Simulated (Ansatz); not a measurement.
# Zn17S18 (Wurtzite-6H): the cost of one run

Program: Ansatz 0.2.0. Level of theory: DFT, PBE, plane-wave PAW, default files, scalar-relativistic, as far as a step names no other. These are calculated values, not measurements.

The COD entry's cell or inner coordinates are ideal or old and differ from later refinements, so a difference from it is no clean test against experiment.

## Step 1: The starting structure

The structure is triclinic, space group P1 (No. 1). Conventional cell: a = 6.603 Å, b = 6.603 Å, c = 18.690 Å, α = 90.00°, β = 90.00°, γ = 120.00°. Zn (site symmetry 1) is surrounded by 4 S at 2.33 to 2.34 Å. Zn (site symmetry 1) has 4 S at 2.26 to 2.34 Å as nearest neighbours. Zn (site symmetry 1) is surrounded by 4 S at 2.33 to 2.44 Å. Zn (site symmetry 1) has 4 S at 2.31 to 2.34 Å as nearest neighbours. Only part of the 35 independent sites is listed.

As a file:

```
Zn S
1.0
     5.71800    3.30129    0.00000
    -5.71800    3.30129    0.00000
     0.00000    0.00000   18.68999
Zn S
17 18
Direct
  0.33333 0.66667 0.00000
  0.66667 0.33333 0.00000
  0.00000 0.00000 0.50000
  0.33333 0.66667 0.50000
  0.66667 0.33333 0.50000
  0.33333 0.33333 0.16667
  0.66667 0.00000 0.16667
  0.00000 0.66667 0.16667
  0.33333 0.00000 0.66667
  0.66667 0.66667 0.66667
  0.00000 0.33333 0.66667
  0.33333 0.00000 0.33333
  0.66667 0.66667 0.33333
  0.00000 0.33333 0.33333
  0.33333 0.33333 0.83333
  0.66667 0.00000 0.83333
  0.00000 0.66667 0.83333
  0.02027 0.00543 0.12500
  0.33333 0.66667 0.12500
  0.66667 0.33333 0.12500
  0.00000 0.00000 0.62500
  0.33333 0.66667 0.62500
  0.66667 0.33333 0.62500
  0.33333 0.33333 0.29167
  0.66667 0.00000 0.29167
  0.00000 0.66667 0.29167
  0.33333 0.00000 0.79167
  0.66667 0.66667 0.79167
  0.00000 0.33333 0.79167
  0.33333 0.00000 0.45833
  0.66667 0.66667 0.45833
  0.00000 0.33333 0.45833
  0.33333 0.33333 0.95833
  0.66667 0.00000 0.95833
  0.00000 0.66667 0.95833
```

The vacant site is at (0.000, 0.000, 0.000) in fractional coordinates of the input's cell.

## Step 2: Relaxation of the positions

input.yaml

```yaml
crystal:
  lattice:
    - [5.718, 3.3012888392, 0.0]
    - [-5.718, 3.3012888392, 0.0]
    - [0.0, 0.0, 18.68999]
  atoms:
    - { symbol: Zn, position: [0.3333333333, 0.6666666667, 0.0] }
    - { symbol: Zn, position: [0.6666666667, 0.3333333333, 0.0] }
    - { symbol: Zn, position: [0.0, 0.0, 0.5] }
    - { symbol: Zn, position: [0.3333333333, 0.6666666667, 0.5] }
    - { symbol: Zn, position: [0.6666666667, 0.3333333333, 0.5] }
    - { symbol: Zn, position: [0.3333333333, 0.3333333334, 0.16667] }
    - { symbol: Zn, position: [0.6666666667, 0.0, 0.16667] }
    - { symbol: Zn, position: [0.0, 0.6666666667, 0.16667] }
    - { symbol: Zn, position: [0.3333333333, 1.0, 0.66667] }
    - { symbol: Zn, position: [0.6666666667, 0.6666666666, 0.66667] }
    - { symbol: Zn, position: [0.0, 0.3333333333, 0.66667] }
    - { symbol: Zn, position: [0.3333333333, 1.0, 0.33333] }
    - { symbol: Zn, position: [0.6666666667, 0.6666666666, 0.33333] }
    - { symbol: Zn, position: [0.0, 0.3333333333, 0.33333] }
    - { symbol: Zn, position: [0.3333333333, 0.3333333334, 0.83333] }
    - { symbol: Zn, position: [0.6666666667, 0.0, 0.83333] }
    - { symbol: Zn, position: [0.0, 0.6666666667, 0.83333] }
    - { symbol: S, position: [0.020271266, 0.0054316694, 0.125], spin: 0.5 }
    - { symbol: S, position: [0.3333333333, 0.6666666667, 0.125] }
    - { symbol: S, position: [0.6666666667, 0.3333333333, 0.125] }
    - { symbol: S, position: [0.0, 0.0, 0.625] }
    - { symbol: S, position: [0.3333333333, 0.6666666667, 0.625] }
    - { symbol: S, position: [0.6666666667, 0.3333333333, 0.625] }
    - { symbol: S, position: [0.3333333333, 0.3333333334, 0.29167] }
    - { symbol: S, position: [0.6666666667, 0.0, 0.29167] }
    - { symbol: S, position: [0.0, 0.6666666667, 0.29167] }
    - { symbol: S, position: [0.3333333333, 1.0, 0.79167] }
    - { symbol: S, position: [0.6666666667, 0.6666666666, 0.79167] }
    - { symbol: S, position: [0.0, 0.3333333333, 0.79167] }
    - { symbol: S, position: [0.3333333333, 1.0, 0.45833] }
    - { symbol: S, position: [0.6666666667, 0.6666666666, 0.45833] }
    - { symbol: S, position: [0.0, 0.3333333333, 0.45833] }
    - { symbol: S, position: [0.3333333333, 0.3333333334, 0.95833], spin: 0.5 }
    - { symbol: S, position: [0.6666666667, 0.0, 0.95833], spin: 0.5 }
    - { symbol: S, position: [0.0, 0.6666666667, 0.95833], spin: 0.5 }
magnetization:
  spin_polarized: true
kpoints:
  mp_grid: { grid: [3, 3, 1] }
scf:
  occupations: { method: fermi_dirac, width: 0.01 }
hamiltonian:
  xc: pbe
  pseudopotentials: { kind: paw }
output:
  forces: true
  stress: true
  populations: true
  efg:
    quadrupole_moments_barn: { Zn: 0.122, S: -0.0694 }
    contact_densities: true
relax:
  f_tol: 0.03
  max_steps: 40
```

On the command line:

```
$ ansatz run input.yaml --threads 4 --pin off --max-ram 10240MiB --backend cpu --events-out ev --progress --plain --runs-dir out
```

**Question.** How long does this run take on 4 threads of Arm Neoverse V2, shared host, and how much memory does it need?

About 3.4 min, with a peak of 3.5 GiB.
